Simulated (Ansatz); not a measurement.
GdO:

```
CELL_PARAMETERS angstrom
0.00000 2.70000 2.70000
2.70000 0.00000 2.70000
2.70000 2.70000 0.00000
ATOMIC_POSITIONS crystal
Gd 0.00000 0.00000 0.00000
O 0.25000 0.25000 0.25000
```

The cell comes from a database or a generator and needn't be the stable form of this composition.

```yaml
Program: Ansatz 0.2.0
Task: relaxation of cell and atoms
Functional: PBEsol0
Potentials_or_basis: Ansatz PAW
Cutoff: "420 eV (not typed: the program's choice for these potentials)"
k_mesh: 5 × 5 × 5
Occupations: fermi-dirac, width 0.05 eV
Spin: collinear spin, ferromagnetic start
Starting_moments: "[7.0, 0.0] μB"
```

At the start: volume 19.68 Å³/atom.

Q: Where does the relaxation end?

A: It ends after 7 steps and the volume is 18.79 Å³/atom (-4.5 %); space group F-43m (No. 216, to 0.05 Å); moment 7.98 μB per cell.

Step by step:
| step | energy change (eV) | largest force (eV/Å) | volume (Å³) |
| --- | --- | --- | --- |
| 1 | 0.0000 | 0.0000 | 39.37 |
| 2 | -0.0161 | 0.0000 | 36.36 |
| 3 | -0.0302 | 0.0000 | 37.70 |
| 4 | -0.0304 | 0.0000 | 37.62 |
| 5 | -0.0283 | 0.0000 | 37.62 |
| 6 | -0.0283 | 0.0000 | 37.58 |
| 7 | -0.0283 | 0.0000 | 37.58 |

Final structure:
```
CELL_PARAMETERS angstrom
0.00000 2.65864 2.65864
2.65864 0.00000 2.65864
2.65864 2.65864 0.00000
ATOMIC_POSITIONS crystal
Gd 0.00000 0.00000 0.00000
O 0.25000 0.25000 0.25000
```

Caveat: the k mesh is coarse (spacing up to 0.40 Å⁻¹), so the values aren't converged, least of all with exact exchange; the magnetic or orbital state may not be the lowest; the plane-wave basis is chosen anew once the cell has moved, so the energies of steps on either side of that aren't comparable; a cell with one magnetic atom can't hold antiferromagnetic order, which such compounds often take; the PAW data sets come from PBE, with cores solved anew for the run's functional, which leaves a small shift of forces and pressure.
